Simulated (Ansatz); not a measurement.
# AlBFH4NOSi: small, medium and large basis sets

Aim: see how fast density functionals converge with the basis set for AlBFH4NOSi.

Program: Ansatz 0.2.0, Gaussian basis. Level of theory: one geometry, several basis sets. These are calculated values, not measurements.

The runs, in order: PBE0-D4/def2-SVP; ωB97M-V/def2-SVP; PBE0-D4/def2-QZVPP; ωB97M-V/def2-QZVPP; the functionals' def2-TZVPP values are taken from earlier runs.

**1. The relaxed structure**

An earlier PBE0-D4 in a triple-zeta def2 set relaxation fixed the geometry.

10 atoms, charge 0, spin multiplicity 1.

Atoms are counted from 1 here; the program's logs count them from 0.

Bond lengths: B1–N2 1.404 Å, B1–H7 1.203 Å, B1–H8 1.201 Å, N2–Si3 1.769 Å, N2–Al5 1.804 Å, Si3–O4 1.667 Å, Si3–H9 1.482 Å, Si3–H10 1.482 Å, O4–Al5 1.719 Å, Al5–F6 1.630 Å. Angles: N2–B1–H7 120.2°, N2–B1–H8 120.1°, H7–B1–H8 119.7°, B1–N2–Si3 133.1°, B1–N2–Al5 140.8°, Si3–N2–Al5 86.1°, N2–Si3–O4 92.3°, N2–Si3–H9 113.6°, N2–Si3–H10 113.6°, O4–Si3–H9 112.7°, O4–Si3–H10 112.6°, H9–Si3–H10 110.8°, Si3–O4–Al5 92.2° and more.

**2. PBE0-D4 in def2-SVP**

Input file in.yaml:

```yaml
crystal:
  periodic: [false, false, false]
  atoms:
    - {symbol: B, position_ang: [-0.853875, -1.447114, -0.587936]}
    - {symbol: N, position_ang: [-0.267194, -0.230194, -0.206631]}
    - {symbol: Si, position_ang: [1.087209, 0.177466, 0.855309]}
    - {symbol: O, position_ang: [0.896613, 1.810747, 0.584040]}
    - {symbol: Al, position_ang: [-0.435101, 1.546410, -0.470728]}
    - {symbol: F, position_ang: [-1.390624, 2.561792, -1.314798]}
    - {symbol: H, position_ang: [-0.422596, -2.485831, -0.162335]}
    - {symbol: H, position_ang: [-1.789568, -1.455807, -1.341000]}
    - {symbol: H, position_ang: [0.864719, -0.196403, 2.272231]}
    - {symbol: H, position_ang: [2.393417, -0.332264, 0.374848]}
basis:
  gaussian: {orbitals: def2-SVP}
hamiltonian: {xc: pbe0, dispersion: d4}
output: {orbitals: {seedname: orbitals}}
```

The run is started by

```bash
$ ansatz run in.yaml --threads 4 --pin off --events-out ev --progress --plain --max-ram 10444MiB
```

Further steps of the session: ωB97M-V in def2-SVP; PBE0-D4 in def2-QZVPP; ωB97M-V in def2-QZVPP.

Q: Predict the results of all the runs planned. Wanted: PBE0-D4: double and triple zeta above quadruple; ωB97M-V: double and triple zeta above quadruple.

**Answer**, as computed:

| quantity | value |
| --- | --- |
| PBE0-D4: double and triple zeta above quadruple | 14.80, 0.91 eV |
| ωB97M-V: double and triple zeta above quadruple | 14.92, 0.83 eV |

In words: PBE0-D4 gains 13.89 eV from double to triple zeta, then 0.91 eV more. Total energies overstate the basis error of differences, where much of it tends to cancel.
